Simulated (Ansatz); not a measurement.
**CH₄BClO₂: basis-set convergence**

How large a basis does CH₄BClO₂ need? Two functionals are run in growing sets.

The runs use Ansatz 0.2.0, Gaussian basis; one geometry, several basis sets.

Plan: PBE0-D4/def2-SVP; ωB97M-V/def2-SVP; PBE0-D4/def2-QZVPP; ωB97M-V/def2-QZVPP; the functionals' def2-TZVPP values are taken from earlier runs.

### 1 The relaxed structure

An earlier PBE0-D4 in a triple-zeta def2 set relaxation fixed the geometry.

9 atoms, charge 0, spin multiplicity 1.

Atoms are counted from 1 here; the program's logs count them from 0.

Bond lengths: B1–C2 1.590 Å, B1–Cl5 1.901 Å, B1–H6 1.200 Å, B1–H7 1.200 Å, C2–O3 1.298 Å, C2–O4 1.298 Å, O3–H8 0.970 Å, O4–H9 0.970 Å. Angles: C2–B1–Cl5 93.8°, C2–B1–H6 110.6°, C2–B1–H7 110.6°, Cl5–B1–H6 111.1°, Cl5–B1–H7 111.1°, H6–B1–H7 117.2°, B1–C2–O3 120.6°, B1–C2–O4 120.6°, O3–C2–O4 118.7°, C2–O3–H8 114.8°, C2–O4–H9 114.8°.

### 2 PBE0-D4 in def2-SVP

File in.yaml:

```yaml
crystal:
  periodic: [false, false, false]
  atoms:
    - {symbol: B, position_ang: [-0.081137, 0.856855, -0.958158]}
    - {symbol: C, position_ang: [-0.133877, -0.280760, 0.151837]}
    - {symbol: O, position_ang: [0.459553, -1.419048, -0.039796]}
    - {symbol: O, position_ang: [-0.712931, -0.064199, 1.293055]}
    - {symbol: Cl, position_ang: [1.536281, 1.605054, -0.295911]}
    - {symbol: H, position_ang: [-0.996900, 1.620908, -0.824301]}
    - {symbol: H, position_ang: [0.078676, 0.378074, -2.046986]}
    - {symbol: H, position_ang: [0.505752, -1.991223, 0.741908]}
    - {symbol: H, position_ang: [-0.566816, -0.751860, 1.961152]}
basis:
  gaussian: {orbitals: def2-SVP}
hamiltonian: {xc: pbe0, dispersion: d4}
output: {orbitals: {seedname: orbitals}}
```

Launch:

```console
$ ansatz run in.yaml --threads 2 --pin off --events-out ev --progress --plain --max-ram 4352MiB
```

What it wrote:

```text
Functional definition: PBE0
  name "PBE0"
  cite "Adamo & Barone, J. Chem. Phys. 110, 6158 (1999) doi:10.1063/1.478522"
  cite "Perdew, Burke & Ernzerhof, Phys. Rev. Lett. 77, 3865 (1996) doi:10.1103/PhysRevLett.77.3865"
  parent pbe
  parameter a = 0.25
  parameter kappa = 0.804
  parameter beta = 0.06672455060314922
  exchange = (1 - a)*pbe_x(kappa = kappa, mu = beta*pi^2/3) + a*exact_x
  correlation = pbe_c(beta = beta)
1043 factors; their error is unknown
mean field evaluation 1: about -18372.0671 eV, gradient 4.4e1 eV
mean field evaluation 2: about -18371.5115 eV, gradient 5.0e1 eV
mean field evaluation 4: about -18376.0413 eV, gradient 1.3e0 eV
mean field evaluation 8: about -18376.0451 eV, gradient 2.5e-2 eV
mean field evaluation 16: about -18376.0996 eV, gradient 4.3e-5 eV
mean field -18376.09961109 eV, -675.3092049400 hartree, gradient 4.3e-5 eV, S^2 0.000000; 0 other end points of the search recorded, 0 dependent functions left out
reference -18376.09963354 eV, -675.3092057648 hartree; 24, 24 occupied and 70, 70 virtual orbitals, 1043 factors
Total energy: -18376.24884315 eV, -675.3146891171 hartree
```

It took 1.6 s on 2 threads of Arm Neoverse V1, shared host.

### 3 ωB97M-V in def2-SVP

in.yaml: that of step 2 with these lines changed.

```diff
@@ -14,3 +14,3 @@
   gaussian: {orbitals: def2-SVP}
-hamiltonian: {xc: pbe0, dispersion: d4}
+hamiltonian: {xc: {name: wB97M-V}}
 output: {orbitals: {seedname: orbitals}}
```

Same command.

What it wrote (excerpt; [...] marks lines left out):

```text
Functional definition: wB97M-V
  name "wB97M-V"
  cite "Mardirossian & Head-Gordon, J. Chem. Phys. 144, 214110 (2016) doi:10.1063/1.4952647"
  cite "Becke, J. Chem. Phys. 107, 8554 (1997) doi:10.1063/1.475007"
  cite "Vydrov & Van Voorhis, J. Chem. Phys. 133, 244103 (2010) doi:10.1063/1.3521275"
  # Of w^i u^j: cxij and so on, Table III.
[...]
  gx(w, u) = 1 - cx + cx01*u + cx10*w
  gss(w, u) = css00 + css04*u^4 + css10*w + css20*w^2 + css43*w^4*u^3
  gos(w, u) = cos00 + cos10*w + (cos20 + cos21*u)*w^2 + (cos60 + cos61*u)*w^6
[...]
      + integral(e_c_pw_mod_opposite_spin*gos(b97_w_opposite, b97_u_opposite)) + vv10(b, c)
1036 factors; their error is unknown
230 factors; integrals over basis functions are off by at most 8.7e-6 eV
[...]
mean field -18383.98263318 eV, -675.5989006583 hartree, gradient 2.6e-5 eV, S^2 0.000000; 0 other end points of the search recorded, 0 dependent functions left out
reference -18383.98266847 eV, -675.5989019551 hartree; 24, 24 occupied and 70, 70 virtual orbitals, 1036 factors
Total energy: -18383.98266847 eV, -675.5989019551 hartree
```

Run time: 6.5 s. Hardware: 2 threads of Arm Neoverse V1, shared host.

### 4 PBE0-D4 in def2-QZVPP

in.yaml: that of step 3 with these lines changed.

```diff
@@ -13,4 +13,4 @@
 basis:
-  gaussian: {orbitals: def2-SVP}
-hamiltonian: {xc: {name: wB97M-V}}
+  gaussian: {orbitals: "def2-QZVPP.json"}
+hamiltonian: {xc: pbe0, dispersion: d4}
 output: {orbitals: {seedname: orbitals}}
```

The command is unchanged.

What it wrote:

```text
Functional definition: PBE0
  name "PBE0"
  cite "Adamo & Barone, J. Chem. Phys. 110, 6158 (1999) doi:10.1063/1.478522"
  cite "Perdew, Burke & Ernzerhof, Phys. Rev. Lett. 77, 3865 (1996) doi:10.1103/PhysRevLett.77.3865"
  parent pbe
  parameter a = 0.25
  parameter kappa = 0.804
  parameter beta = 0.06672455060314922
  exchange = (1 - a)*pbe_x(kappa = kappa, mu = beta*pi^2/3) + a*exact_x
  correlation = pbe_c(beta = beta)
1346 factors; their error is unknown
mean field evaluation 1: about -18382.3853 eV, gradient 5.4e1 eV
mean field evaluation 2: about -18380.1735 eV, gradient 6.6e1 eV
mean field evaluation 4: about -18388.0039 eV, gradient 2.2e0 eV
mean field evaluation 8: about -18388.0148 eV, gradient 6.5e-2 eV
mean field evaluation 16: about -18388.0301 eV, gradient 1.5e-4 eV
mean field -18388.03014904 eV, -675.7476441227 hartree, gradient 3.2e-5 eV, S^2 0.000000; 0 other end points of the search recorded, 0 dependent functions left out
reference -18388.03018224 eV, -675.7476453428 hartree; 24, 24 occupied and 394, 394 virtual orbitals, 1346 factors
Total energy: -18388.17939186 eV, -675.7531286951 hartree
```

Wall time 13 s (2 threads of Arm Neoverse V1, shared host); peak memory 1.2 GiB.

### 5 ωB97M-V in def2-QZVPP

in.yaml: that of step 4 with these lines changed.

```diff
@@ -14,3 +14,3 @@
   gaussian: {orbitals: "def2-QZVPP.json"}
-hamiltonian: {xc: pbe0, dispersion: d4}
+hamiltonian: {xc: {name: wB97M-V}}
 output: {orbitals: {seedname: orbitals}}
```

Launched as before.

What it wrote (excerpt; [...] marks lines left out):

```text
Functional definition: wB97M-V
  name "wB97M-V"
  cite "Mardirossian & Head-Gordon, J. Chem. Phys. 144, 214110 (2016) doi:10.1063/1.4952647"
  cite "Becke, J. Chem. Phys. 107, 8554 (1997) doi:10.1063/1.475007"
  cite "Vydrov & Van Voorhis, J. Chem. Phys. 133, 244103 (2010) doi:10.1063/1.3521275"
  # Of w^i u^j: cxij and so on, Table III.
[...]
  gx(w, u) = 1 - cx + cx01*u + cx10*w
  gss(w, u) = css00 + css04*u^4 + css10*w + css20*w^2 + css43*w^4*u^3
  gos(w, u) = cos00 + cos10*w + (cos20 + cos21*u)*w^2 + (cos60 + cos61*u)*w^6
[...]
      + integral(e_c_pw_mod_opposite_spin*gos(b97_w_opposite, b97_u_opposite)) + vv10(b, c)
1330 factors; their error is unknown
323 factors; integrals over basis functions are off by at most 1.8e-5 eV
[...]
mean field -18396.05951718 eV, -676.0427179596 hartree, gradient 5.8e-5 eV, S^2 0.000000; 0 other end points of the search recorded, 0 dependent functions left out
reference -18396.05957096 eV, -676.0427199357 hartree; 24, 24 occupied and 394, 394 virtual orbitals, 1330 factors
Total energy: -18396.05957096 eV, -676.0427199357 hartree
```

Run time: 29 s. Hardware: 2 threads of Arm Neoverse V1, shared host; peak memory 1.4 GiB.

### 6 Density functionals: the series

The def2-TZVPP values come from earlier runs at the same geometry.

```
functional       basis  functions  energy (eV)  from the largest (eV)  HOMO (eV)  LUMO (eV)
   PBE0-D4    def2-SVP         94  -18376.2488                 11.931      -6.94      -1.65
   PBE0-D4  def2-TZVPP        222  -18387.4823                  0.697      -7.23      -1.82
   PBE0-D4  def2-QZVPP        418  -18388.1794                  0.000      -7.28      -1.90
   ωB97M-V    def2-SVP         94  -18383.9827                 12.077      -9.13       0.67
   ωB97M-V  def2-TZVPP        222  -18395.3943                  0.665      -9.47       0.30
   ωB97M-V  def2-QZVPP        418  -18396.0596                  0.000      -9.54      -0.13
```

### 7 Outcome

| quantity | value |
| --- | --- |
| PBE0-D4: double and triple zeta above quadruple | 11.93, 0.70 eV |
| ωB97M-V: double and triple zeta above quadruple | 12.08, 0.67 eV |

For PBE0-D4 the step from double to triple zeta gains 11.23 eV and the next only 0.70 eV. Total energies overstate the basis error of differences, where much of it tends to cancel.

For PBE0-D4 the largest set took about 8 times as long as the smallest (13 s against 1.6 s).
